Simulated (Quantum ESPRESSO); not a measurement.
# NbTe (P-6m2) in Quantum ESPRESSO: a series of runs

The runs below take NbTe through single point, equation of state, with PBEsol.

Program: Quantum ESPRESSO 7.5. These are calculated values, not measurements. Logs are shortened: lines on timing, memory, paths and dates and some standing lists are left out, and cuts for length are marked.

## Step 1: Starting point

It takes space group P-6m2 (No. 187, hexagonal). Conventional cell: a = 3.703 Å, b = 3.703 Å, c = 3.694 Å, α = 90.00°, β = 90.00°, γ = 120.00°. Te (site symmetry -6m2) is surrounded by 6 Nb at 2.83 Å. Nb (site symmetry -6m2) has 6 Te at 2.83 Å as nearest neighbours.

The cell comes from a database or a generator and needn't be the stable form of this composition.

## Step 2: Single point, PBEsol, 20.62 Å³/atom

pw.in reads:

```
&CONTROL
  calculation = 'scf'
  prefix = 'pwscf'
  outdir = './tmp'
  pseudo_dir = './pseudo'
  tstress = .true.
  disk_io = 'nowf'
/
&SYSTEM
  ibrav = 0
  nat = 2
  ntyp = 2
  ecutwfc = 45
  ecutrho = 360
  nbnd = 16
  occupations = 'smearing'
  smearing = 'fd'
  degauss = 0.00367493
/
&ELECTRONS
  conv_thr = 4d-10
  electron_maxstep = 120
  mixing_beta = 0.5
/
ATOMIC_SPECIES
Te   127.6000 te_pbesol_v1.uspp.F.UPF
Nb    92.9064 nb_pbesol_v1.uspp.F.UPF
CELL_PARAMETERS angstrom
   3.6273822700    0.0000000000    0.0000000000
  -1.8136911350    3.1414051951    0.0000000000
   0.0000000000    0.0000000000    3.6187977783
ATOMIC_POSITIONS crystal
Te     0.6666666667    0.3333333333    0.0000000000
Nb     0.0000000000    0.0000000000    0.5000000000
K_POINTS automatic
8 8 7 0 0 0
```

Potentials or basis: GBRV 1.5 PBEsol.

The run is started by

```console
$ OMP_NUM_THREADS=1 mpirun -n 2 pw.x -nk 2 -in pw.in > pw.out
```

pw.out:

```text
This program is part of the open-source Quantum ESPRESSO suite
     for quantum simulation of materials; please cite
[... 13 lines left out ...]
     --------------------
     sticks:   dense  smooth     PW     G-vecs:    dense   smooth      PW
     Sum        1159     583    169                32267    11447    1865

     Using Slab Decomposition

     bravais-lattice index     =            0
     lattice parameter (alat)  =       6.8548  a.u.
     unit-cell volume          =     278.2776 (a.u.)^3
     number of atoms/cell      =            2
     number of atomic types    =            2
     number of electrons       =        19.00
     number of Kohn-Sham states=           16
     kinetic-energy cutoff     =      45.0000  Ry
     charge density cutoff     =     360.0000  Ry
     scf convergence threshold =      4.0E-10
     mixing beta               =       0.5000
     number of iterations used =            8  plain     mixing
     Exchange-correlation= SLA  PW   PSX  PSC
                           (   1   4  10   8   0   0   0)

     celldm(1)=   6.854759  celldm(2)=   0.000000  celldm(3)=   0.000000
     celldm(4)=   0.000000  celldm(5)=   0.000000  celldm(6)=   0.000000

     crystal axes: (cart. coord. in units of alat)
               a(1) = (   1.000000   0.000000   0.000000 )
               a(2) = (  -0.500000   0.866025   0.000000 )
               a(3) = (   0.000000   0.000000   0.997633 )

     reciprocal axes: (cart. coord. in units 2 pi/alat)
               b(1) = (  1.000000  0.577350 -0.000000 )
               b(2) = (  0.000000  1.154701  0.000000 )
               b(3) = (  0.000000 -0.000000  1.002372 )

     PseudoPot. # 1 for Te read from file:
     te_pbesol_v1.uspp.F.UPF
     Pseudo is Ultrasoft + core correction, Zval =  6.0
     Generated by new atomic code, or converted to UPF format
     Using radial grid of  891 points,  5 beta functions with:
                l(1) =   0
                l(2) =   0
                l(3) =   1
                l(4) =   1
                l(5) =   2
     Q(r) pseudized with  6 coefficients,  rinner =    1.800   1.800   1.800
                                                       1.800   1.800

     PseudoPot. # 2 for Nb read from file:
     nb_pbesol_v1.uspp.F.UPF
     Pseudo is Ultrasoft + core correction, Zval = 13.0
     Generated by new atomic code, or converted to UPF format
     Using radial grid of  887 points,  6 beta functions with:
                l(1) =   0
                l(2) =   0
                l(3) =   1
                l(4) =   1
                l(5) =   2
                l(6) =   2
     Q(r) pseudized with  6 coefficients,  rinner =    1.000   1.000   1.000
                                                       1.000   1.000

     atomic species   valence    mass     pseudopotential
     Te                6.00   127.60000     Te( 1.00)
     Nb               13.00    92.90640     Nb( 1.00)

     12 Sym. Ops. (no inversion) found

   Cartesian axes

     site n.     atom                  positions (alat units)
         1        Te     tau(   1) = (   0.5000000   0.2886751   0.0000000  )
         2        Nb     tau(   2) = (   0.0000000   0.0000000   0.4988167  )

     number of k points=    40  Fermi-Dirac smearing, width (Ry)=  0.0037
                       cart. coord. in units 2pi/alat
        k(    1) = (   0.0000000   0.0000000   0.0000000), wk =   0.0044643
        k(    2) = (   0.0000000   0.0000000   0.1431960), wk =   0.0089286
        k(    3) = (   0.0000000   0.0000000   0.2863921), wk =   0.0089286
        k(    4) = (   0.0000000   0.0000000   0.4295881), wk =   0.0089286
        k(    5) = (   0.0000000   0.1443376   0.0000000), wk =   0.0267857
        k(    6) = (   0.0000000   0.1443376   0.1431960), wk =   0.0535714
[... 32 lines left out ...]
        k(   39) = (   0.2500000   0.5773503   0.2863921), wk =   0.0535714
        k(   40) = (   0.2500000   0.5773503   0.4295881), wk =   0.0535714

     Dense  grid:    32267 G-vectors     FFT dimensions: (  45,  45,  45)

     Smooth grid:    11447 G-vectors     FFT dimensions: (  30,  30,  30)

     Initial potential from superposition of free atoms

     starting charge      18.9973, renormalised to      19.0000
     Starting wfcs are   17 randomized atomic wfcs

     Self-consistent Calculation

     iteration #  1     ecut=    45.00 Ry     beta= 0.50
     Davidson diagonalization with overlap
     ethr =  1.00E-02,  avg # of iterations =  4.7

     Threshold (ethr) on eigenvalues was too large:
     Diagonalizing with lowered threshold

     Davidson diagonalization with overlap
     ethr =  4.57E-04,  avg # of iterations =  1.4

     total energy              =    -144.36552614 Ry
     estimated scf accuracy    <       0.09165163 Ry

     iteration #  2     ecut=    45.00 Ry     beta= 0.50
     Davidson diagonalization with overlap
     ethr =  4.82E-04,  avg # of iterations =  2.4

     total energy              =    -144.38531527 Ry
     estimated scf accuracy    <       0.02470403 Ry

     iteration #  3     ecut=    45.00 Ry     beta= 0.50
     Davidson diagonalization with overlap
     ethr =  1.30E-04,  avg # of iterations =  1.6

     total energy              =    -144.39005097 Ry
     estimated scf accuracy    <       0.00156367 Ry

     iteration #  4     ecut=    45.00 Ry     beta= 0.50
     Davidson diagonalization with overlap
     ethr =  8.23E-06,  avg # of iterations =  4.5

     total energy              =    -144.39016183 Ry
     estimated scf accuracy    <       0.00009395 Ry

     iteration #  5     ecut=    45.00 Ry     beta= 0.50
     Davidson diagonalization with overlap
     ethr =  4.94E-07,  avg # of iterations =  2.1

     total energy              =    -144.39017291 Ry
     estimated scf accuracy    <       0.00000270 Ry

     iteration #  6     ecut=    45.00 Ry     beta= 0.50
     Davidson diagonalization with overlap
     ethr =  1.42E-08,  avg # of iterations =  3.7

     total energy              =    -144.39017425 Ry
     estimated scf accuracy    <       0.00000014 Ry

     iteration #  7     ecut=    45.00 Ry     beta= 0.50
     Davidson diagonalization with overlap
     ethr =  7.22E-10,  avg # of iterations =  2.4

     total energy              =    -144.39017429 Ry
     estimated scf accuracy    <       0.00000001 Ry

     iteration #  8     ecut=    45.00 Ry     beta= 0.50
     Davidson diagonalization with overlap
     ethr =  7.00E-11,  avg # of iterations =  2.2

     End of self-consistent calculation

          k = 0.0000 0.0000 0.0000 (  1497 PWs)   bands (ev):

   -40.6288 -16.8844 -16.6645 -16.6645   0.1182  11.4792  11.5230  11.5230
    12.4720  15.0587  15.0587  17.4942  17.4942  17.9838  21.0778  22.0982

          k = 0.0000 0.0000 0.1432 (  1443 PWs)   bands (ev):

   -40.6274 -16.9131 -16.6618 -16.6618   0.3431  10.2280  11.6474  11.6474
    13.1985  14.4948  14.4948  17.8428  17.8428  18.4508  22.0617  22.0617

          k = 0.0000 0.0000 0.2864 (  1419 PWs)   bands (ev):

   -40.6243 -16.9774 -16.6559 -16.6559   0.9296   8.3987  11.9170  11.9170
    13.8112  13.8112  14.3015  17.4725  17.4725  19.2472  23.2173  23.7084

          k = 0.0000 0.0000 0.4296 (  1418 PWs)   bands (ev):

   -40.6218 -17.0284 -16.6512 -16.6512   1.5375   7.0891  12.0522  12.0522
    13.6708  13.6708  15.3988  16.6730  16.6730  20.0826  21.7105  24.4565

          k = 0.0000 0.1443 0.0000 (  1433 PWs)   bands (ev):

   -40.6269 -16.8799 -16.6906 -16.6704   0.3255  10.6295  11.6303  11.8397
    12.0493  14.9827  15.6893  16.5044  17.1143  18.9871  20.9195  22.9698

          k = 0.0000 0.1443 0.1432 (  1432 PWs)   bands (ev):

   -40.6255 -16.9083 -16.6875 -16.6676   0.5359  10.2690  10.8734  11.6916
    12.8855  14.4499  15.1374  17.0966  17.6430  19.5153  21.0860  22.7427
[... 31 lines left out ...]
          k = 0.0000 0.4330 0.0000 (  1408 PWs)   bands (ev):

   -40.6181 -16.8593 -16.8151 -16.6990   1.6028   7.8369  10.9354  11.9881
    12.1027  14.6430  15.8889  16.2496  17.7412  19.1803  21.6162  24.0101

          k = 0.0000 0.4330 0.1432 (  1419 PWs)   bands (ev):

   -40.6168 -16.8849 -16.8099 -16.6958   1.7087   7.9664  10.3439  11.6695
    12.4099  14.9385  15.9267  16.7006  16.9145  20.5819  20.6890  23.9188

          k = 0.0000 0.4330 0.2864 (  1413 PWs)   bands (ev):

   -40.6138 -16.9415 -16.7984 -16.6884   1.9582   8.2342   9.5187  10.9869
    12.9288  15.3139  15.4059  17.1816  17.8590  19.2020  21.5005  24.0108

          k = 0.0000 0.4330 0.4296 (  1422 PWs)   bands (ev):

   -40.6114 -16.9864 -16.7893 -16.6824   2.1726   8.3301   9.1278  10.5725
    13.0503  15.5343  15.7810  16.8907  18.8820  19.0980  20.3943  22.3454

          k = 0.0000-0.5774 0.0000 (  1432 PWs)   bands (ev):

   -40.6164 -16.8551 -16.8405 -16.7050   1.9762   7.2344  10.7775  11.8440
    12.1828  14.5777  16.1975  16.4996  18.0350  18.8192  20.8243  24.1647

          k = 0.0000-0.5774 0.1432 (  1400 PWs)   bands (ev):

   -40.6150 -16.8798 -16.8349 -16.7015   2.0438   7.3876  10.2930  11.6238
    12.3439  15.2748  16.0959  16.3877  17.2296  19.6778  21.0959  23.6110

          k = 0.0000-0.5774 0.2864 (  1416 PWs)   bands (ev):

   -40.6120 -16.9352 -16.8226 -16.6939   2.1948   7.7824   9.5728  10.8437
    13.0518  15.3999  15.9175  17.1249  17.4784  19.0528  20.9365  23.8917

          k = 0.0000-0.5774 0.4296 (  1416 PWs)   bands (ev):

   -40.6096 -16.9791 -16.8126 -16.6878   2.3152   8.3014   8.9087  10.3946
    13.3063  15.8564  16.0812  17.0146  18.1077  19.2058  19.6697  21.7607

          k = 0.1250 0.2165 0.0000 (  1415 PWs)   bands (ev):

   -40.6238 -16.8726 -16.7322 -16.6833   0.7131   9.6649  11.5493  11.5648
    12.2111  14.7891  15.7388  16.6139  16.6177  20.0210  21.0870  23.7463

          k = 0.1250 0.2165 0.1432 (  1420 PWs)   bands (ev):

   -40.6225 -16.9001 -16.7284 -16.6804   0.8948   9.8303  10.3458  11.5034
    12.8285  14.3193  15.9113  16.4803  17.3082  20.8366  20.9197  23.1989

          k = 0.1250 0.2165 0.2864 (  1418 PWs)   bands (ev):

   -40.6194 -16.9608 -16.7199 -16.6737   1.3544   8.7623  10.2387  11.3283
    13.1768  14.1346  15.4374  16.8086  18.0274  20.8814  21.9042  22.5977

          k = 0.1250 0.2165 0.4296 (  1419 PWs)   bands (ev):

   -40.6170 -17.0089 -16.7132 -16.6684   1.8010   7.7027  10.5665  11.1915
    13.0885  14.3856  15.7221  16.2724  18.0585  21.3806  22.1252  23.1191

          k = 0.1250 0.3608 0.0000 (  1421 PWs)   bands (ev):

   -40.6194 -16.8624 -16.7882 -16.7039   1.3652   8.4502  11.0947  11.1228
    12.7619  14.4856  15.3286  16.4282  17.7863  19.9335  22.3377  23.9012

          k = 0.1250 0.3608 0.1432 (  1418 PWs)   bands (ev):
[... 54 lines left out ...]
          k = 0.2500 0.5774 0.0000 (  1418 PWs)   bands (ev):

   -40.6151 -16.8521 -16.8119 -16.7565   2.2047   7.7867   9.4227  10.8529
    13.7970  14.1585  15.2290  15.6390  19.6326  21.0336  23.3976  23.6336

          k = 0.2500 0.5774 0.1432 (  1412 PWs)   bands (ev):

   -40.6137 -16.8764 -16.8067 -16.7524   2.2493   8.0203   9.2954  10.3577
    13.4312  15.0184  15.5433  15.9403  18.7970  21.1817  22.3441  23.3616

          k = 0.2500 0.5774 0.2864 (  1414 PWs)   bands (ev):

   -40.6108 -16.9308 -16.7950 -16.7431   2.3537   8.3091   9.3896   9.4940
    13.4227  15.7223  16.3253  16.6590  18.0135  19.1858  21.0399  23.4474

          k = 0.2500 0.5774 0.4296 (  1416 PWs)   bands (ev):

   -40.6084 -16.9740 -16.7856 -16.7357   2.4426   8.2396   8.8412  10.0821
    13.5103  16.0483  16.7287  17.2077  17.4932  18.4918  19.5639  22.7791

     the Fermi energy is    14.8261 ev

!    total energy              =    -144.39017429 Ry
     estimated scf accuracy    <          1.3E-10 Ry
     smearing contrib. (-TS)   =      -0.00079748 Ry
     internal energy E=F+TS    =    -144.38937681 Ry

     The total energy is F=E-TS. E is the sum of the following terms:
     one-electron contribution =     -27.91864094 Ry
     hartree contribution      =      23.24721512 Ry
     xc contribution           =     -32.90059805 Ry
     ewald contribution        =    -106.81735294 Ry

     convergence has been achieved in   8 iterations

     Computing stress (Cartesian axis) and pressure

          total   stress  (Ry/bohr**3)                   (kbar)     P=       35.69
   0.00019161  -0.00000000   0.00000000           28.19       -0.00        0.00
  -0.00000000   0.00019161   0.00000000           -0.00       28.19        0.00
   0.00000000   0.00000000   0.00034471            0.00        0.00       50.71

=------------------------------------------------------------------------------=
   JOB DONE.
=------------------------------------------------------------------------------=
```

Run time: 5.5 s. Hardware: 2 MPI ranks of Intel Xeon 6975P-C (Granite Rapids), shared host; peak memory 0.26 GiB.

What came out:

- Free energy: -1964.5284 eV
- Pressure: 3.6 GPa
- Band gap on the k mesh: none (metal or under the smearing width)

## Step 3: Single point, PBEsol, 21.06 Å³/atom

pw.in, as its differences from that of step 2:

```diff
@@ -28,5 +28,5 @@
 CELL_PARAMETERS angstrom
-   3.6273822700    0.0000000000    0.0000000000
-  -1.8136911350    3.1414051951    0.0000000000
-   0.0000000000    0.0000000000    3.6187977783
+   3.6529280573    0.0000000000    0.0000000000
+  -1.8264640286    3.1635284958    0.0000000000
+   0.0000000000    0.0000000000    3.6442831093
 ATOMIC_POSITIONS crystal
```

Potentials or basis: GBRV 1.5 PBEsol.

The run is started by

```console
$ OMP_NUM_THREADS=1 mpirun -n 2 pw.x -nk 2 -in pw.in > pw.out
```

Run time: 5.6 s. Hardware: 2 MPI ranks of Intel Xeon 6975P-C (Granite Rapids), shared host; peak memory 0.28 GiB.

Results (log left out):

| Item | Value |
| --- | --- |
| Free energy | -1964.5401 eV |
| Pressure | 0.5 GPa |
| Band gap on the k mesh | none (metal or under the smearing width) |

## Step 4: Single point, PBEsol, 21.50 Å³/atom

pw.in, as its differences from that of step 3:

```diff
@@ -28,5 +28,5 @@
 CELL_PARAMETERS angstrom
-   3.6529280573    0.0000000000    0.0000000000
-  -1.8264640286    3.1635284958    0.0000000000
-   0.0000000000    0.0000000000    3.6442831093
+   3.6781214607    0.0000000000    0.0000000000
+  -1.8390607303    3.1853466232    0.0000000000
+   0.0000000000    0.0000000000    3.6694168905
 ATOMIC_POSITIONS crystal
```

The run is started by

```console
$ OMP_NUM_THREADS=1 mpirun -n 2 pw.x -nk 2 -in pw.in > pw.out
```

Wall time 5.7 s (2 MPI ranks of Intel Xeon 6975P-C (Granite Rapids), shared host); peak memory 0.28 GiB.

Results (log left out):

* Free energy: -1964.5357 eV
* Pressure: -2.3 GPa
* Band gap on the k mesh: none (metal or under the smearing width)

## Step 5: Single point, PBEsol, 21.93 Å³/atom

pw.in, as its differences from that of step 4:

```diff
@@ -28,5 +28,5 @@
 CELL_PARAMETERS angstrom
-   3.6781214607    0.0000000000    0.0000000000
-  -1.8390607303    3.1853466232    0.0000000000
-   0.0000000000    0.0000000000    3.6694168905
+   3.7029743866    0.0000000000    0.0000000000
+  -1.8514871933    3.2068698884    0.0000000000
+   0.0000000000    0.0000000000    3.6942110000
 ATOMIC_POSITIONS crystal
```

The run is started by

```console
$ OMP_NUM_THREADS=1 mpirun -n 2 pw.x -nk 2 -in pw.in > pw.out
```

Run time: 6 s. Hardware: 2 MPI ranks of Intel Xeon 6975P-C (Granite Rapids), shared host; peak memory 0.28 GiB.

The run converged. Its results:

| Quantity | Value |
| --- | --- |
| Free energy | -1964.5171 eV |
| Pressure | -4.7 GPa |
| Band gap on the k mesh | none (metal or under the smearing width) |

## Step 6: Single point, PBEsol, 22.37 Å³/atom

pw.in, as its differences from that of step 5:

```diff
@@ -28,5 +28,5 @@
 CELL_PARAMETERS angstrom
-   3.7029743866    0.0000000000    0.0000000000
-  -1.8514871933    3.2068698884    0.0000000000
-   0.0000000000    0.0000000000    3.6942110000
+   3.7274981105    0.0000000000    0.0000000000
+  -1.8637490552    3.2281080563    0.0000000000
+   0.0000000000    0.0000000000    3.7186766865
 ATOMIC_POSITIONS crystal
```

Potentials or basis: GBRV 1.5 PBEsol.

The run is started by

```console
$ OMP_NUM_THREADS=1 mpirun -n 2 pw.x -nk 2 -in pw.in > pw.out
```

Run time: 6.3 s. Hardware: 2 MPI ranks of Intel Xeon 6975P-C (Granite Rapids), shared host; peak memory 0.28 GiB.

It converged, with:

* Free energy: -1964.4857 eV
* Pressure: -6.9 GPa
* Band gap on the k mesh: none (metal or under the smearing width)

## Step 7: Single point, PBEsol, 22.81 Å³/atom

pw.in, as its differences from that of step 6:

```diff
@@ -28,5 +28,5 @@
 CELL_PARAMETERS angstrom
-   3.7274981105    0.0000000000    0.0000000000
-  -1.8637490552    3.2281080563    0.0000000000
-   0.0000000000    0.0000000000    3.7186766865
+   3.7517033219    0.0000000000    0.0000000000
+  -1.8758516609    3.2490703843    0.0000000000
+   0.0000000000    0.0000000000    3.7428246143
 ATOMIC_POSITIONS crystal
```

The run is started by

```console
$ OMP_NUM_THREADS=1 mpirun -n 2 pw.x -nk 2 -in pw.in > pw.out
```

It took 6.4 s on 2 MPI ranks of Intel Xeon 6975P-C (Granite Rapids), shared host; peak memory 0.28 GiB.

The run converged. Its results:

```
Free energy            : -1964.4432 eV
Pressure               : -8.8 GPa
Band gap on the k mesh : none (metal or under the smearing width)
```

## Step 8: Single point, PBEsol, 23.25 Å³/atom

pw.in, as its differences from that of step 7:

```diff
@@ -28,5 +28,5 @@
 CELL_PARAMETERS angstrom
-   3.7517033219    0.0000000000    0.0000000000
-  -1.8758516609    3.2490703843    0.0000000000
-   0.0000000000    0.0000000000    3.7428246143
+   3.7756001657    0.0000000000    0.0000000000
+  -1.8878000828    3.2697656581    0.0000000000
+   0.0000000000    0.0000000000    3.7666649043
 ATOMIC_POSITIONS crystal
```

The run is started by

```console
$ OMP_NUM_THREADS=1 mpirun -n 2 pw.x -nk 2 -in pw.in > pw.out
```

It took 6.4 s on 2 MPI ranks of Intel Xeon 6975P-C (Granite Rapids), shared host; peak memory 0.3 GiB.

It converged, with:

- Free energy: -1964.3906 eV
- Pressure: -10.6 GPa
- Band gap on the k mesh: none (metal or under the smearing width)

## Step 9: Equation of state, PBEsol

Potentials or basis: GBRV 1.5 PBEsol.

This step only gathers the single runs of the series.

What came out:

| Property | Result |
| --- | --- |
| Equilibrium volume | 21.15 Å³/atom |
| Bulk modulus at fixed shape and positions | 138 GPa |
| Pressure derivative of the bulk modulus | 4.7 |

Energy against volume, from the lowest point:
```
volume (Å³/atom)  energy (meV/atom)
          20.618               5.83
          21.057               0.00
          21.496               2.19
          21.934              11.50
          22.373              27.17
          22.812              48.44
          23.250              74.72
```

Caveat: the cell was scaled at fixed shape and fractional positions, which overstates the stiffness of a crystal with free parameters, most of all of layers and chains.
